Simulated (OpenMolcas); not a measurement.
**Mo⁵⁺ among point charges: CASSCF and CASPT2 levels and susceptibility**

How does a field of 8 point charges split the states of Mo⁵⁺, and what χT follows?

Method: state-averaged CASSCF and CASPT2, spin-orbit coupling by RASSI with atomic mean-field integrals. Code: OpenMolcas 26.06.

## 1. What is computed

* Species: Mo⁵⁺ (molybdenum, Z = 42, 37 electrons)
* Basis: ANO-RCC-VDZP [6s5p3d1f], 43 functions
* Scalar Hamiltonian: DKH2, point nucleus
* Inactive shells: 1s 2s 2p 3s 3p 3d 4s 4p
* Active space: 1 electron in 5 orbitals (4d)
* Some configurations of this space: 4d
* Orbitals: optimised for each spin and parity, averaged over all roots

The outer shells:

4d
```
4d [↑ ][  ][  ][  ][  ]
```

The ion sits among 8 point charges of -1.2 e arranged as a cube (Oh), 2.12 Å from the ion.

Each step is its own input file, run in one work folder so that later steps find the files of earlier ones. Labels, J, g values, rates, χT and fits are worked out afterwards by a script from the matrices that RASSI stores. The input lists half of the charges; inversion (Group=XYZ) makes the rest.

## 2. Basis and integrals

The input, a.inp:

```
&GATEWAY
Coord
1

Mo 0.0 0.0 0.0
Basis=ANO-RCC-VDZP
Group=XYZ
NoMove
AngMom=0.0 0.0 0.0
AMFI
XField
4 Angstrom 0
1.223983 1.223983 1.223983 -1.200000
1.223983 1.223983 -1.223983 -1.200000
1.223983 -1.223983 1.223983 -1.200000
1.223983 -1.223983 -1.223983 -1.200000
&SEWARD
```

Command:

```sh
> OMP_NUM_THREADS=1 MOLCAS_MEM=1689 MOLCAS_PROJECT=a pymolcas a.inp > a.log
```

The log of the run:

```text
Basis set label: MO.ANO-RCC...6S5P3D1F.

      Electronic valence basis set:
      ------------------
      Associated Effective Charge  42.000000 au
      Associated Actual Charge     42.000000 au
      Nuclear Model: Point charge

      Shell  nPrim  nBasis  Cartesian Spherical Contaminant
         s      21       6        X
         p      18       5        X
         d      13       3                 X
         f       6       1                 X
                  Relativistic Douglas-Kroll-Hess integrals:
                    - DKH order of Hamiltonian: 2
                    - DKH order of Properties : 0
                  Atomic mean-field integrals
```

## 3. Reference wave functions, doublets of even parity, 5 roots

The input, a.inp:

```
&RASSCF
FileOrb=start.orb
Symmetry=1
Spin=2
nActEl=1 0 0
Inactive=9 9
Ras2=5 0
CIRoot=5 5 1
SDav=5
CIMx=300
Iter=120 100
PrWF=0.3
OrbListing=Nothing
MaxOrb=0
>>> COPY $Project.JobIph JOB001
```

start.orb holds the contracted functions of the basis, ordered by shell, or the orbitals of the step before.

The log of the run, shortened:

```text
[...]
      Number of active orbitals                  5
[...]
      Spin quantum number                      0.5
[...]
      Active orbitals                            5   0
[...]
      Number of CSFs                             5
      Number of root(s) required                 5
[...]
      Convergence after  7 iterations
[...]
      Natural orbitals and occupation numbers for root  1
      sym 1:   0.000000   0.000000  -0.000000   0.000000   1.000000
      Natural orbitals and occupation numbers for root  2
      sym 1:   0.000000   0.000000   1.000000   0.000000   0.000000
      Natural orbitals and occupation numbers for root  3
      sym 1:   1.000000   0.000000   0.000000   0.000000   0.000000
::    RASSCF root number  1 Total energy:  -4052.53006394
::    RASSCF root number  2 Total energy:  -4052.53006394
::    RASSCF root number  3 Total energy:  -4052.51234504
::    RASSCF root number  4 Total energy:  -4052.51234504
::    RASSCF root number  5 Total energy:  -4052.51234504
```

## 4. RASSI: spin-orbit coupling between the states

The input, a.inp:

```
&RASSI
NrOfJobIphs=1 5
1 2 3 4 5
IphNames
JOB001
EJob
SpinOrbit
DIPRint=1.0
SOCoupling=1000.0
Subsets=2
Property=9
'ANGMOM' 1 'ANGMOM' 2 'ANGMOM' 3 'MLTPL  1' 1 'MLTPL  1' 2 'MLTPL  1' 3
'AMFI' 1 'AMFI' 2 'AMFI' 3
SOProperty=3
'ANGMOM' 1 'ANGMOM' 2 'ANGMOM' 3
```

The log of the run, shortened:

```text
SPIN-FREE ENERGIES:
  (Shifted by EMIN (a.u.) =      -4052.5300639434)
 SF State       Relative EMIN(au)   Rel lowest level(eV)    D:o, cm**(-1)      L_eff
     1             0.0000000000        0.0000000000              0.0000         2.0
     2             0.0000000000        0.0000000000              0.0000         2.0
     3             0.0177189027        0.4821559064           3888.8496         2.0
     4             0.0177189027        0.4821559064           3888.8496         2.0
     5             0.0177189027        0.4821559064           3888.8496         2.0
     Dipole printing threshold changed to   1.00000000E+00
Eigenvalues of complex Hamiltonian:
   -----------------------------------
  (Shifted by EMIN (a.u.) =      -4052.5300639434)
 SO State       Relative EMIN(au)   Rel lowest level(eV)    D:o, cm**(-1)     J-value
     1            -0.0018758759        0.0000000000              0.0000         1.1
     2            -0.0018758759        0.0000000000              0.0000         1.7
     3            -0.0018758759        0.0000000000              0.0000         1.5
     4            -0.0018758759        0.0000000000              0.0000         1.4
     5             0.0172369970        0.5200877662           4194.7907         2.0
     6             0.0172369970        0.5200877662           4194.7907         2.0
     7             0.0172369970        0.5200877662           4194.7907         1.5
     8             0.0172369970        0.5200877662           4194.7907         1.5
     9             0.0224344662        0.6615181081           5335.5034         2.0
    10             0.0224344662        0.6615181081           5335.5034         2.0
Weights of the five most important spin-orbit-free states for each spin-orbit state.
[...]
```

These steps took 1.5 s in all on 1 thread of Arm Neoverse V1, shared host.

Spin-free states, with their symmetry labels:

```csv
state,degeneracy,E (cm-1),free-ion L (%)
2E,2,0,D (100)
2T2,3,3889,D (100)
```

With spin-orbit coupling:

```csv
E (cm-1),Degeneracy,Label,2S+1,g
0.0,4,Γ8,2,
4195,4,Γ8,2,
5336,2,Γ7,2,2.00 2.00 2.00
```

Principal g values are given for doublets only; a zero marks a field direction without first-order Zeeman splitting.

Powder χT (cm³ K/mol): 0.15 at 2 K, 0.15 at 5 K, 0.16 at 10 K, 0.16 at 20 K, 0.16 at 50 K, 0.17 at 100 K, 0.18 at 150 K, 0.19 at 200 K, 0.20 at 250 K, 0.21 at 300 K.

A ligand-field fit to the states below 45000 cm-1 gives 10Dq = -3889 cm-1, the gap between the two states.

## 5. CASPT2: IPEA 0.25, imaginary shift 0.1 (closed shells correlated: 4s 4p)

The input, a.inp:

```
>>> COPY JOB001 $Project.JobIph
&CASPT2
Multistate=5 1 2 3 4 5
NoMult
Frozen=8 6
IPEA=0.25
Imaginary=0.1
MaxIter=60
WThr=0.0 0.3 0.05
PrWF=0.5
NoMix
```

The log of the run:

```text
Orbital specifications:
      -----------------------

      Symmetry species                           1   2
                                                ag  au
      Frozen orbitals                            8   6
      Inactive orbitals                          1   3
      Active orbitals                            5   0
      Secondary orbitals                         7  13
      Deleted orbitals                           0   0
      Number of basis functions                 21  22
Type of calculation                        SS-CASPT2
      Fock operator                              state-specific
      IPEA shift                                 0.25
      Real shift                                 0.00
      Imaginary shift                            0.10
      The input orbitals will be transformed to quasi-canonical
Reference energy:       -4052.5300639434
      E2 (Non-variational):      -0.1663316449
      Shift correction:          -0.0000762556
      E2 (Variational):          -0.1664079005
      Total energy:           -4052.6964718439
      Residual norm:              0.0000001251
      Reference weight:           0.96649
      Contributions to the CASPT2 correlation energy
      Active & Virtual Only:         -0.0000000000
      One Inactive Excited:          -0.0359584134
      Two Inactive Excited:          -0.1303732315
Reference energy:       -4052.5300639434
      E2 (Non-variational):      -0.1663701832
      Shift correction:          -0.0000763425
      E2 (Variational):          -0.1664465258
      Total energy:           -4052.6965104692
      Residual norm:              0.0000001210
      Reference weight:           0.96647
      Contributions to the CASPT2 correlation energy
      Active & Virtual Only:         -0.0000000000
      One Inactive Excited:          -0.0359980525
      Two Inactive Excited:          -0.1303721307
::    CASPT2 Root  1     Total energy:  -4052.69647184
::    CASPT2 Root  2     Total energy:  -4052.69651047
::    CASPT2 Root  3     Total energy:  -4052.67868401
::    CASPT2 Root  4     Total energy:  -4052.67868401
::    CASPT2 Root  5     Total energy:  -4052.67868427
```

This run: 0.5 s of run time, 1 thread of Arm Neoverse V1, shared host.

SS-CASPT2: lowest energy less the reference's lowest, -0.1664 hartree; reference weights 0.966.

States without spin-orbit coupling:

```csv
state,degeneracy,E (cm-1),free-ion L (%)
2E,2,0,D (100)
2T2,3,3908,D (100)
```

With spin-orbit coupling:

```csv
E (cm-1),Degeneracy,Label,2S+1,g
0,4,Γ8,2,
4210,4,Γ8,2,
5350,2,Γ7,2,2.00 2.00 2.00
```

Powder χT (cm³ K/mol): 0.15 at 2 K, 0.15 at 5 K, 0.16 at 10 K, 0.16 at 20 K, 0.16 at 50 K, 0.17 at 100 K, 0.18 at 150 K, 0.19 at 200 K, 0.20 at 250 K, 0.21 at 300 K.

A ligand-field fit to the states below 45000 cm-1 gives 10Dq = -3908 cm-1, the gap between the two states.

## 6. The methods side by side

A. CASSCF
B. SS-CASPT2, IPEA 0.25, imaginary shift 0.1 (closed shells correlated: 4s 4p)

| method | ground state | first state of that spin (cm-1) | first gap with spin-orbit (cm-1) | χT at 300 K |
| --- | --- | --- | --- | --- |
| A | 2E | 2T2 3889 | 4194.8 | 0.21 |
| B | 2E | 2T2 3908 | 4210.4 | 0.21 |

## 7. Results

| quantity | value |
| --- | --- |
| method | SS-CASPT2, IPEA 0.25, imaginary shift 0.1 (closed shells correlated: 4s 4p) |
| spin-free ground state | 2E, 2-fold in its orbital part |
| first state of the same spin within the active space | 2T2 at 3910 cm⁻¹ |
| lowest level | 4-fold Γ8 |
| next level | 4210.4 cm⁻¹ |
| χT at 300 K | 0.21 cm³ K/mol |
| effective moment at 300 K | 1.30 μB |

Cost by method:

```
                                              method  time of its own steps  time with the reference
                                           A. CASSCF                  1.5 s                    1.5 s
B. SS-CASPT2, IPEA 0.25, imaginary shift 0.1, +4s 4p                  0.5 s                      2 s
```

Times are of one thread on a shared host.

What this shows: The spin-free ground state (2E) comes to 100 % from free-ion D terms and keeps the highest spin of the shell. χT at 300 K is 0.21, against 0.38 cm³ K/mol for the spin alone, so orbital moment lowers it. A ligand-field fit to the states below 45000 cm-1 gives 10Dq = -3908 cm-1, the gap between the two states. An orbital doublet at a regular site is open to a Jahn-Teller distortion, which this geometry leaves out. The field of point charges can differ much from that of real complexes. This is an electrostatic model: the charges have no orbitals.
